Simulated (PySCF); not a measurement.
# C₂H₅AlFN: NMR shifts at several levels of theory, part 2 of 2

PySCF 2.14.0. Atoms count from 0. The steps go on from the part before.

## 9. Shielding tensors: KT3/pcSseg-2

What the job is given:

```
{"job": {"kind": "nmr", "xc": "KT3", "basis": "pcSseg-2", "pop": false}, "charge": 0, "multiplicity": 1}
C     -2.188940     0.135243    -0.182581
C     -0.750649     0.056597    -0.067146
N      0.394419    -0.011113     0.026257
Al     2.429150    -0.112933     0.187619
F      2.532556    -1.609756     0.959291
H     -2.530512     1.139297     0.107061
H     -2.651318    -0.608603     0.482208
H     -2.490591    -0.068186    -1.219879
H      2.688443     1.160584     1.113406
H      2.820975    -0.103834    -1.359230
```

Method: GIAO KT3/pcSseg-2 NMR shielding, non-relativistic, gas phase.

The log of the run:

```text
coarse grid: 9048 points
cycle   1  E = -481.5542923049  dE =  2.523e-01  |g| = 9.234e-01  |ddm| = 2.274e+00
cycle   2  E = -479.6561340137  dE =  1.898e+00  |g| = 3.207e+00  |ddm| = 3.234e+00
cycle   3  E = -481.6831430820  dE = -2.027e+00  |g| = 3.295e-01  |ddm| = 3.023e+00
cycle   4  E = -481.6878398340  dE = -4.697e-03  |g| = 3.343e-01  |ddm| = 3.873e-01
cycle   5  E = -481.7057297627  dE = -1.789e-02  |g| = 1.418e-01  |ddm| = 1.907e-01
cycle   6  E = -481.7103732834  dE = -4.644e-03  |g| = 2.164e-02  |ddm| = 7.305e-02
cycle   7  E = -481.7104666236  dE = -9.334e-05  |g| = 4.772e-03  |ddm| = 1.733e-02
cycle   8  E = -481.7104723582  dE = -5.735e-06  |g| = 1.373e-03  |ddm| = 4.588e-03
final grid: 83768 points
cycle   9  E = -481.7284260851  dE = -3.064e-04  |g| = 2.414e-02  |ddm| = 1.507e-01
cycle  10  E = -481.7282100333  dE =  2.161e-04  |g| = 4.351e-02  |ddm| = 2.981e-02
cycle  11  E = -481.7284944581  dE = -2.844e-04  |g| = 5.857e-03  |ddm| = 2.169e-02
cycle  12  E = -481.7284960837  dE = -1.626e-06  |g| = 4.591e-03  |ddm| = 4.202e-03
cycle  13  E = -481.7285006616  dE = -4.578e-06  |g| = 2.599e-04  |ddm| = 2.094e-03
cycle  14  E = -481.7285006725  dE = -1.092e-08  |g| = 7.973e-05  |ddm| = 2.602e-04
cycle  15  E = -481.7285006742  dE = -1.675e-09  |g| = 1.713e-05  |ddm| = 8.173e-05
cycle  16  E = -481.7285006743  dE = -7.140e-11  |g| = 3.864e-06  |ddm| = 1.742e-05
converged SCF energy = -481.7285006743

GIAO shielding tensors (ppm)
atom      isotropic    diamagn.    paramagn.     s11        s22        s33       span
  0 C      179.811     242.974     -63.163    170.873    171.541    197.019     26.147
  1 C       66.493     267.631    -201.137    -32.724    -30.577    262.782    295.506
  2 N       31.430     334.783    -303.353   -113.377   -111.058    318.725    432.102
  3 Al     467.075     793.315    -326.240    396.854    481.370    523.002    126.148
  4 F      373.780     469.827     -96.047    320.768    392.830    407.743     86.975
  5 H       29.153      28.106       1.047     24.673     27.128     35.659     10.986
  6 H       29.071      28.131       0.939     24.585     27.217     35.411     10.826
  7 H       29.145      28.115       1.030     24.654     27.130     35.653     10.999
  8 H       27.451      28.730      -1.279     24.919     25.694     31.740      6.821
  9 H       27.453      28.727      -1.275     24.922     25.695     31.742      6.820
```

Wall time 31 s (1 thread of Arm Neoverse V1, shared host); peak memory 0.77 GiB.

This run: δ C1 114.8, C0 1.5, N2 227.3, Al3 32.4, H8 3.90, H5 2.23 ppm (means over like atoms).

## 10. NMR shieldings: B97-D/pcSseg-2

The job, as its differences from that of step 9:

```diff
@@ -1,2 +1,2 @@
-{"job": {"kind": "nmr", "xc": "KT3", "basis": "pcSseg-2", "pop": false}, "charge": 0, "multiplicity": 1}
+{"job": {"kind": "nmr", "xc": "B97-D", "basis": "pcSseg-2", "pop": false}, "charge": 0, "multiplicity": 1}
 C     -2.188940     0.135243    -0.182581
```

Level: GIAO B97-D/pcSseg-2 NMR shielding, non-relativistic, gas phase.

The log of the run:

```text
coarse grid: 9048 points
cycle   1  E = -476.1325816616  dE =  2.177e-01  |g| = 8.649e-01  |ddm| = 2.334e+00
cycle   2  E = -475.1049067826  dE =  1.028e+00  |g| = 2.480e+00  |ddm| = 2.078e+00
cycle   3  E = -476.2588183405  dE = -1.154e+00  |g| = 2.066e-01  |ddm| = 1.807e+00
cycle   4  E = -476.2674087605  dE = -8.590e-03  |g| = 1.241e-01  |ddm| = 2.302e-01
cycle   5  E = -476.2700537916  dE = -2.645e-03  |g| = 6.865e-02  |ddm| = 8.080e-02
cycle   6  E = -476.2708793564  dE = -8.256e-04  |g| = 2.486e-02  |ddm| = 3.733e-02
cycle   7  E = -476.2710131264  dE = -1.338e-04  |g| = 5.216e-03  |ddm| = 1.397e-02
cycle   8  E = -476.2710180786  dE = -4.952e-06  |g| = 1.269e-03  |ddm| = 3.531e-03
final grid: 83768 points
cycle   9  E = -476.2705426523  dE = -1.101e-04  |g| = 1.890e-02  |ddm| = 8.113e-02
cycle  10  E = -476.2703758395  dE =  1.668e-04  |g| = 3.639e-02  |ddm| = 2.336e-02
cycle  11  E = -476.2705737935  dE = -1.980e-04  |g| = 8.511e-03  |ddm| = 1.789e-02
cycle  12  E = -476.2705866093  dE = -1.282e-05  |g| = 3.706e-03  |ddm| = 4.909e-03
cycle  13  E = -476.2705891806  dE = -2.571e-06  |g| = 2.481e-04  |ddm| = 1.614e-03
cycle  14  E = -476.2705891942  dE = -1.365e-08  |g| = 8.232e-05  |ddm| = 2.250e-04
cycle  15  E = -476.2705891957  dE = -1.514e-09  |g| = 1.313e-05  |ddm| = 6.220e-05
cycle  16  E = -476.2705891958  dE = -3.934e-11  |g| = 3.839e-06  |ddm| = 1.325e-05
converged SCF energy = -476.2705891958

GIAO shielding tensors (ppm)
atom      isotropic    diamagn.    paramagn.     s11        s22        s33       span
  0 C      178.162     243.501     -65.338    169.353    170.001    195.132     25.779
  1 C       58.560     269.340    -210.780    -43.531    -41.530    260.740    304.270
  2 N       24.637     337.858    -313.221   -123.424   -120.588    317.924    441.348
  3 Al     461.032     791.781    -330.749    389.536    477.323    516.238    126.702
  4 F      376.078     468.727     -92.649    326.565    392.718    408.953     82.389
  5 H       29.221      28.037       1.184     24.799     27.224     35.640     10.841
  6 H       29.140      28.044       1.097     24.717     27.313     35.391     10.674
  7 H       29.212      28.042       1.170     24.778     27.228     35.631     10.853
  8 H       27.440      28.741      -1.300     24.915     25.706     31.700      6.786
  9 H       27.442      28.738      -1.296     24.918     25.706     31.702      6.784
```

Run time: 31 s. Hardware: 1 thread of Arm Neoverse V1, shared host; peak memory 0.83 GiB.

Key values: δ C1 120.5, C0 0.9, N2 233.3, Al3 32.2, H8 3.95, H5 2.20 ppm (means over like atoms).

## 11. Shielding tensors: B3LYP/pcSseg-2

The job, as its differences from that of step 10:

```diff
@@ -1,2 +1,2 @@
-{"job": {"kind": "nmr", "xc": "B97-D", "basis": "pcSseg-2", "pop": false}, "charge": 0, "multiplicity": 1}
+{"job": {"kind": "nmr", "xc": "B3LYP", "basis": "pcSseg-2", "pop": false}, "charge": 0, "multiplicity": 1}
 C     -2.188940     0.135243    -0.182581
```

Level: GIAO B3LYP/pcSseg-2 NMR shielding, non-relativistic, gas phase.

The log of the run:

```text
coarse grid: 9048 points
cycle   1  E = -476.3415245120  dE =  2.135e-01  |g| = 7.760e-01  |ddm| = 2.257e+00
cycle   2  E = -476.0009895825  dE =  3.405e-01  |g| = 1.610e+00  |ddm| = 1.207e+00
cycle   3  E = -476.4487746660  dE = -4.478e-01  |g| = 1.611e-01  |ddm| = 8.611e-01
cycle   4  E = -476.4513093150  dE = -2.535e-03  |g| = 1.206e-01  |ddm| = 1.223e-01
cycle   5  E = -476.4542135571  dE = -2.904e-03  |g| = 2.341e-02  |ddm| = 5.761e-02
cycle   6  E = -476.4543137187  dE = -1.002e-04  |g| = 4.392e-03  |ddm| = 1.349e-02
cycle   7  E = -476.4543182812  dE = -4.563e-06  |g| = 7.383e-04  |ddm| = 3.120e-03
final grid: 83768 points
cycle   8  E = -476.4623192094  dE = -5.658e-05  |g| = 4.587e-03  |ddm| = 2.876e-02
cycle   9  E = -476.4623166788  dE =  2.531e-06  |g| = 5.975e-03  |ddm| = 5.575e-03
cycle  10  E = -476.4623232765  dE = -6.598e-06  |g| = 1.256e-03  |ddm| = 3.095e-03
cycle  11  E = -476.4623235209  dE = -2.444e-07  |g| = 5.238e-04  |ddm| = 7.493e-04
cycle  12  E = -476.4623235665  dE = -4.555e-08  |g| = 2.256e-04  |ddm| = 3.003e-04
cycle  13  E = -476.4623235758  dE = -9.326e-09  |g| = 2.746e-05  |ddm| = 1.060e-04
cycle  14  E = -476.4623235759  dE = -1.456e-10  |g| = 7.388e-06  |ddm| = 1.811e-05
converged SCF energy = -476.4623235759

GIAO shielding tensors (ppm)
atom      isotropic    diamagn.    paramagn.     s11        s22        s33       span
  0 C      179.297     239.764     -60.467    170.870    171.449    195.571     24.700
  1 C       54.389     267.908    -213.520    -53.102    -50.809    267.077    320.179
  2 N       14.823     336.331    -321.509   -139.617   -137.388    321.473    461.091
  3 Al     447.740     790.892    -343.151    372.744    460.904    509.573    136.829
  4 F      377.208     469.157     -91.949    328.436    392.485    410.702     82.267
  5 H       29.212      27.932       1.280     24.702     27.136     35.798     11.096
  6 H       29.133      27.912       1.221     24.614     27.217     35.569     10.955
  7 H       29.203      27.931       1.272     24.684     27.142     35.784     11.100
  8 H       27.437      28.609      -1.172     24.895     25.693     31.723      6.828
  9 H       27.438      28.607      -1.169     24.897     25.693     31.724      6.827
```

It took 21 s on 1 thread of Arm Neoverse V1, shared host; peak memory 1.1 GiB.

Key values: δ C1 124.8, C0 -0.1, N2 243.7, Al3 30.5, H8 3.95, H5 2.21 ppm (means over like atoms).

## 12. Comparing the runs: NMR shifts

Shifts (ppm), means over like atoms, with basis size and wall time:

| run | C1 | C0 | H8 | H5 | N2 | Al3 | F4 | functions | time |
| --- | --- | --- | --- | --- | --- | --- | --- | --- | --- |
| HF/pcSseg-2 | 130.3 | 0.8 | 3.66 | 2.29 | 238.3 | 17.3 | -156.9 | 257 | 13 s |
| LDA/pcSseg-2 | 130.0 | -2.0 | 4.55 | 2.14 | 255.8 | 50.3 | -226.2 | 257 | 26 s |
| PBE/pcSseg-2 | 124.1 | 0.0 | 4.23 | 2.16 | 244.5 | 39.5 | -225.1 | 257 | 30 s |
| BLYP/pcSseg-2 | 122.5 | -0.4 | 4.10 | 2.19 | 243.9 | 35.2 | -224.5 | 257 | 30 s |
| BP86/pcSseg-2 | 123.6 | 0.4 | 4.21 | 2.17 | 241.9 | 36.8 | -225.4 | 257 | 30 s |
| OPBE/pcSseg-2 | 121.0 | 1.9 | 4.03 | 2.16 | 236.2 | 32.6 | -222.9 | 257 | 31 s |
| KT2/pcSseg-2 | 116.4 | 0.6 | 4.24 | 2.22 | 229.9 | 40.9 | -230.4 | 257 | 31 s |
| KT3/pcSseg-2 | 114.8 | 1.5 | 3.90 | 2.23 | 227.3 | 32.4 | -226.9 | 257 | 31 s |
| B97-D/pcSseg-2 | 120.5 | 0.9 | 3.95 | 2.20 | 233.3 | 32.2 | -221.9 | 257 | 31 s |
| B3LYP/pcSseg-2 | 124.8 | -0.1 | 3.95 | 2.21 | 243.7 | 30.5 | -207.5 | 257 | 21 s |

## 13. What came out

What follows sums up all 2 parts.

| quantity | value |
| --- | --- |
| 13C shifts against TMS (HF/pcSseg-2) | 130.3, 0.8 ppm |
| 1H shifts against TMS (HF/pcSseg-2, means over atoms taken as alike) | 3.66, 2.29 ppm |
| 15N shifts against NH3 (HF/pcSseg-2) | 238.3 ppm |
| 27Al shifts against AlH4- (HF/pcSseg-2) | 17.3 ppm |
| 19F shifts against CFCl3 (HF/pcSseg-2) | -156.9 ppm |
| range of the shift of F4 | -230.4 to -156.9 ppm |

Single values in the summary come from the first run of each kind that ended normally (HF/pcSseg-2), which need not be the best level. At HF/pcSseg-2: The widest tensor belongs to N2: span 453 ppm, with a paramagnetic part of -318 ppm. In ppm, F4 moves most: its shift spreads over 73.5 ppm, from -230.4 (KT2/pcSseg-2) to -156.9 (HF/pcSseg-2).
